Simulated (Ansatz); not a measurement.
## BiS in Ansatz: convergence with scf exx energy threshold

Input of the first run (scf exx energy threshold 0.01); the others differ in this setting and in those tied to it:

Contents of input.yaml:

```yaml
crystal:
  lattice:
    - [2.10927087, 1.2177881, 3.50048748]
    - [-2.10927087, 1.2177881, 3.50048748]
    - [0.0, -2.43557621, 3.50048748]
  atoms:
    - { symbol: Bi, position: [0.0, 0.0, 0.0] }
    - { symbol: S, position: [0.5, 0.5, 0.5] }
hamiltonian:
  xc: hse06
  pseudopotentials: { kind: paw }
kpoints:
  mp_grid: { grid: [4, 4, 4] }
scf:
  occupations: { method: gaussian, width: 0.05 }
  exx: { energy_threshold: 0.01 }
output:
  forces: true
  stress: true
  eigenvalues: true
```

Potentials or basis: Ansatz PAW.

Command:

```bash
$ ansatz run input.yaml --threads 2 --pin off --max-ram 5632MiB --backend cpu --events-out ev --progress --plain --runs-dir out
```

The cell was built by a generator and needn't be a form met in nature.

Hardware: 2 threads of Arm Neoverse V1, on a shared host.

```
scf exx energy threshold  energy less the tightest run, at zero smearing (meV/atom)  SCF cycles  CPU time (s)  peak memory (GiB)
                    0.01                                                       0.00          13            22                0.7
                   0.001                                                       0.00          13            22                0.7
                  0.0001                                                       0.00          13            22                0.7
                   1e-05                                                       0.00          13            22                0.7
                   1e-06                                                       0.00          16            23                0.7
                   1e-07                                                       0.00          16            23                0.7
```

Against the tightest run, the energy stays within 1 meV/atom from 0.01 on. The tightest run that finished is the yardstick and may itself not be fully converged.

Caveat, for the tightest run too: the k mesh is coarse (spacing up to 0.46 Å⁻¹), so the values aren't converged, least of all with exact exchange; spin-orbit coupling is left out, which moves the levels of the heavy elements.
